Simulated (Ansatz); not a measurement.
**C₃H₄FNSi: basis-set convergence**

An exercise on one series of results from a longer session: the logs are not shown, and one member is left open.

The runs use Ansatz 0.2.0, Gaussian basis; one geometry, several basis sets.

The runs, in order: PBE0-D4/def2-SVP; ωB97M-V/def2-SVP; PBE0-D4/def2-QZVPP; ωB97M-V/def2-QZVPP; the functionals' def2-TZVPP values are taken from earlier runs.

**The relaxed structure**

The geometry comes from an earlier relaxation with PBE0-D4 in a triple-zeta def2 set; it is a stationary point, not always the lowest conformer.

10 atoms, charge 0, spin multiplicity 1.

Atoms are counted from 1 here; the program's logs count them from 0.

Bond lengths: C1–C2 1.330 Å, C1–H7 1.086 Å, C1–H8 1.086 Å, C2–Si3 1.837 Å, C2–H9 1.088 Å, Si3–F4 1.591 Å, Si3–C5 1.852 Å, Si3–H10 1.476 Å, C5–N6 1.152 Å. Angles: C2–C1–H7 121.8°, C2–C1–H8 121.9°, H7–C1–H8 116.3°, C1–C2–Si3 121.8°, C1–C2–H9 119.2°, Si3–C2–H9 118.9°, C2–Si3–F4 109.7°, C2–Si3–C5 109.5°, C2–Si3–H10 114.7°, F4–Si3–C5 107.0°, F4–Si3–H10 109.0°, C5–Si3–H10 106.6°, Si3–C5–N6 177.6°.

Coordinates:

```xyz
10

C    -0.8508   -1.5186   -0.6303
C    -0.1617   -0.3987   -0.8327
Si    0.8037    0.4005    0.5099
F     0.6193   -0.4177    1.8615
C     0.1461    2.1050    0.8145
N    -0.2577    3.1742    0.9568
H    -0.8793   -2.0054    0.3397
H    -1.4176   -1.9945   -1.4249
H    -0.1647    0.0559   -1.8216
H     2.2458    0.5484    0.2299
```

Set-up of the first run:

File in.yaml:

```yaml
crystal:
  periodic: [false, false, false]
  atoms:
    - {symbol: C, position_ang: [-0.850838, -1.518605, -0.630343]}
    - {symbol: C, position_ang: [-0.161695, -0.398719, -0.832705]}
    - {symbol: Si, position_ang: [0.803686, 0.400503, 0.509903]}
    - {symbol: F, position_ang: [0.619283, -0.417681, 1.861521]}
    - {symbol: C, position_ang: [0.146056, 2.104950, 0.814531]}
    - {symbol: N, position_ang: [-0.257682, 3.174151, 0.956783]}
    - {symbol: H, position_ang: [-0.879256, -2.005419, 0.339688]}
    - {symbol: H, position_ang: [-1.417612, -1.994544, -1.424899]}
    - {symbol: H, position_ang: [-0.164725, 0.055889, -1.821565]}
    - {symbol: H, position_ang: [2.245783, 0.548374, 0.229886]}
basis:
  gaussian: {orbitals: def2-SVP}
hamiltonian: {xc: pbe0, dispersion: d4}
output: {orbitals: {seedname: orbitals}}
```

Started as:

```console
$ ansatz run in.yaml --threads 4 --pin off --events-out ev --progress --plain --max-ram 10444MiB
```

Among the steps run: PBE0-D4 in def2-SVP; ωB97M-V in def2-SVP; PBE0-D4 in def2-QZVPP; ωB97M-V in def2-QZVPP.

One table of the session follows, with a row left open; its other results are not shown here.

It belongs to the step «Functionals by basis». 

```
functional       basis  HOMO (eV)
   PBE0-D4    def2-SVP      -8.79
   PBE0-D4  def2-TZVPP      -8.85
   PBE0-D4  def2-QZVPP          ?
   ωB97M-V    def2-SVP     -11.03
   ωB97M-V  def2-TZVPP     -11.11
   ωB97M-V  def2-QZVPP     -11.12
```

**Question.** Estimate the row for PBE0-D4, def2-QZVPP.

**Answer.** HOMO (eV): -8.86. In the column «HOMO (eV)» it lies between ωB97M-V, def2-SVP (-11.03) and PBE0-D4, def2-TZVPP (-8.85).
